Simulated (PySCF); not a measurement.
# C4H3NO2Si: the cost of one run

Computed with PySCF 2.14.0 and routines of our own; the level stands in each step. Atoms count from 0.

### Step 1. The system as given

11 atoms, charge 0, multiplicity 1; geometry from: GFN2-xTB.

### Step 2. Magnetic properties: GIAO KT3/pcSseg-1

The job: settings as JSON, then the geometry in Å.

```
{"job": {"kind": "mag", "xc": "KT3", "basis": "pcSseg-1", "isotopologues": 2}, "charge": 0, "multiplicity": 1}
N      3.033749    -0.045183    -1.470173
C      2.035601     0.063197    -0.913968
C      0.796821     0.133277    -0.273562
C      0.483391     1.076648     0.631780
O     -0.730214     1.096757     1.223375
C     -1.577791     0.089951     0.818456
O     -2.677364     0.013619     1.281472
Si    -0.686150    -1.020820    -0.498849
H      1.127144     1.876722     0.969386
H     -1.328595    -0.911655    -1.802327
H     -0.471169    -2.369842     0.008446
```

With the program's defaults for keys left out, this is: GIAO KT3/pcSseg-1 magnetisability, rotational g tensor and spin-rotation constants, non-relativistic, gas phase.

Launch:

```console
> OMP_NUM_THREADS=1 python excited_run.py task.json out
```

The driver reads the jobs from task.json and runs them one after another.

**Question.** How long does this first job take on 1 thread of Arm Neoverse V1, shared host, and how much memory does it need?

About 28 s, with a peak of 0.55 GiB.
